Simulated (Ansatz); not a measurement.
# HTi: the cost of one run

Computed with Ansatz 0.2.0, Gaussian basis. Level: def2-TZVPP, all electrons in the functionals, frozen cores in the correlation of double hybrids and RPA.

To be run: wB97M-V, B2PLYP, at 1.428 Å; 1.571 Å; 1.754 Å; 1.935 Å; 2.141 Å; 2.398 Å; 2.854 Å; 3.245 Å; 3.912 Å; 4.635 Å; 5.850 Å.

22 further runs of the same task are left out: 16 for a known fault of the program, 6 that didn't finish.

### Step 1. What is computed

The geometry derives from a PBE0/def2-TZVP stationary point (not a proven minimum). One bond is set to the value named and the two fragments are kept rigid.

2 atoms, charge 0, spin multiplicity 4.

Atoms are counted from 1 here; the program's logs count them from 0.

Bond lengths: Ti1–H2 1.754 Å.

No dispersion term is added; wB97M-V holds VV10 nonlocal correlation.

The geometry shown and the zero of energy belong to the point 1.754 Å. The yardstick, UCCSD(T), and other wave-function levels (R restricted, U unrestricted, valence and pair active spaces) come from earlier runs.

### Step 2. wB97M-V, 1.428 Å

Input file in.yaml:

```yaml
crystal:
  periodic: [false, false, false]
  atoms:
    - {symbol: Ti, position_ang: [0.000000, 0.000000, 0.000000]}
    - {symbol: H, position_ang: [0.000000, 0.000000, 1.428000]}
basis:
  gaussian: {orbitals: def2-TZVPP}
magnetization: {spin_polarized: true, initial_magnetization: 3}
hamiltonian: {xc: {name: wB97M-V}}
output: {orbitals: {seedname: orbitals}}
```

Run with:

```bash
> ansatz run in.yaml --threads 1 --pin off --events-out ev --progress --plain --max-ram 4096MiB --backend cpu
```

What time and memory should one allow on 1 thread of AMD EPYC 7R13, shared host?

About 30 s, with a peak of 0.3 GiB.
